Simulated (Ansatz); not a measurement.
# Al32C: the cost of one run

All numbers below are computed with Ansatz 0.2.0 (DFT LDA, plane waves, PAW, scalar-relativistic, no spin polarisation).

1 further run of the same task is left out (it didn't finish).

## (1) The structure to begin with

The cell holds 33 atoms (CAl32): a = 8.100 Å, b = 8.100 Å, c = 8.100 Å, α = 90.00°, β = 90.00°, γ = 90.00°.

Its coordinates follow in the input file.

## (2) End point A

Contents of input.yaml:

```yaml
crystal:
  lattice:
    - [8.1, 0.0, 0.0]
    - [0.0, 8.1, 0.0]
    - [0.0, 0.0, 8.1]
  atoms:
    - { symbol: Al, position: [0.5, 0.0, 0.0] }
    - { symbol: Al, position: [0.75, 0.25, 0.0] }
    - { symbol: Al, position: [0.75, 0.0, 0.25] }
    - { symbol: Al, position: [0.0, 0.0, 0.0] }
    - { symbol: Al, position: [0.25, 0.25, 0.0] }
    - { symbol: Al, position: [0.5, 0.5, 0.0] }
    - { symbol: Al, position: [0.75, 0.75, 0.0] }
    - { symbol: Al, position: [0.25, 0.0, 0.25] }
    - { symbol: Al, position: [0.5, 0.25, 0.25] }
    - { symbol: Al, position: [0.75, 0.5, 0.25] }
    - { symbol: Al, position: [0.5, 0.0, 0.5] }
    - { symbol: Al, position: [0.75, 0.25, 0.5] }
    - { symbol: Al, position: [0.75, 0.0, 0.75] }
    - { symbol: Al, position: [0.0, 0.5, 0.0] }
    - { symbol: Al, position: [0.25, 0.75, 0.0] }
    - { symbol: Al, position: [0.0, 0.25, 0.25] }
    - { symbol: Al, position: [0.25, 0.5, 0.25] }
    - { symbol: Al, position: [0.5, 0.75, 0.25] }
    - { symbol: Al, position: [0.0, 0.0, 0.5] }
    - { symbol: Al, position: [0.25, 0.25, 0.5] }
    - { symbol: Al, position: [0.5, 0.5, 0.5] }
    - { symbol: Al, position: [0.75, 0.75, 0.5] }
    - { symbol: Al, position: [0.25, 0.0, 0.75] }
    - { symbol: Al, position: [0.5, 0.25, 0.75] }
    - { symbol: Al, position: [0.75, 0.5, 0.75] }
    - { symbol: Al, position: [0.0, 0.75, 0.25] }
    - { symbol: Al, position: [0.0, 0.5, 0.5] }
    - { symbol: Al, position: [0.25, 0.75, 0.5] }
    - { symbol: Al, position: [0.0, 0.25, 0.75] }
    - { symbol: Al, position: [0.25, 0.5, 0.75] }
    - { symbol: Al, position: [0.5, 0.75, 0.75] }
    - { symbol: Al, position: [0.0, 0.75, 0.75] }
    - { symbol: C, position: [0.620807, 0.126677, 0.6216911] }
basis:
  ecutwfc: 420.0
kpoints:
  mp_grid: { grid: [2, 2, 2] }
hamiltonian:
  xc: lda
scf:
  occupations: { method: gaussian, width: 0.15 }
  lower_state_search: "off"
relax:
  f_tol: 0.03
  max_steps: 60
  adjacent_minimum: "off"
```

Run with:

```console
$ ansatz run input.yaml --threads 2 --pin off --max-ram 5120MiB --backend cpu --events-out ev --progress --plain --runs-dir out
```

**Question.** How long does this run take on 2 threads of Intel Xeon Platinum 8488C (Sapphire Rapids), shared host, and how much memory does it need?

About 25 s, with a peak of 1 GiB.
